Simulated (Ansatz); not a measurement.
# BeBr+ (quintet): wave-function methods side by side, cc-pVDZ

An exercise on one series of results from a longer session: the logs are not shown, and one member is left open.

The runs use Ansatz 0.2.0, Gaussian basis; cc-pVDZ, core rule «outside noble gas», up to 15 orbitals frozen.

Plan: UHF; CCSD(T) on ROHF; CCSD(T) on UHF; BCCD(T) on ROHF; CISD; CCSDT(Q) on ROHF; CCSDT(Q) on UHF.

18 further runs of the same task are left out: 7 for a known fault of the program, 5 that didn't finish, 6 set aside as unsound or not needed.

## The system

The geometry is a PBE0/def2-TZVP stationary point (not a proven minimum) of the parent state, kept for this charge and spin. No spin-orbit coupling is included. The filled d shell of Br may be among the frozen orbitals whatever the setting's name suggests; the logs give the count.

2 atoms, charge 1, spin multiplicity 5.

Atoms are counted from 1 here; the program's logs count them from 0.

Bond lengths: Br1–Be2 2.283 Å.

Set-up of the first run:

File in.yaml:

```yaml
crystal:
  periodic: [false, false, false]
  atoms:
    - {symbol: Br, position_ang: [0.000000, 0.000000, 0.000000]}
    - {symbol: Be, position_ang: [0.000000, 0.000000, 2.283200]}
basis:
  gaussian: {orbitals: cc-pVDZ}
total_charge: 1
magnetization: {spin_polarized: true, initial_magnetization: 4}
hamiltonian: {xc: hf}
output: {orbitals: {seedname: orbitals}}
```

Command:

```bash
$ ansatz run in.yaml --threads 1 --pin off --events-out ev --progress --plain --max-ram 2393MiB
```

Steps of the session up to this table: UHF; CCSD(T) on ROHF; CCSD(T) on UHF; BCCD(T) on ROHF; CISD; CCSDT(Q) on ROHF; CCSDT(Q) on UHF.

One of the session's tables, all rows but one given; the rest of the session is left out.

| method | from UCCSDT(Q) (meV) |
| --- | --- |
| ROHF | +2920.3 |
| UHF | +2801.2 |
| RMP2 | +558.2 |
| UMP2 | +574.0 |
| CISD | +137.8 |
| RCCSD | +64.8 |
| UCCSD | +54.7 |
| RCCSD(T) | ? |
| UCCSD(T) | +14.6 |
| BCCD(T) | +23.1 |
| RCCSDT | +11.3 |
| UCCSDT | +3.0 |
| RCCSDT(Q) | +8.2 |
| UCCSDT(Q) | 0 |

**Question.** Estimate the row for RCCSD(T).

As computed: from UCCSDT(Q) (meV): +23.2. In the column «from UCCSDT(Q) (meV)» it lies between BCCD(T) (+23.1) and UCCSD (+54.7).

Limits of these values: Restricted and unrestricted rows rest on different reference determinants; where their highest levels disagree by more than a few hundredths of an eV, they describe different states and don't form one ladder.
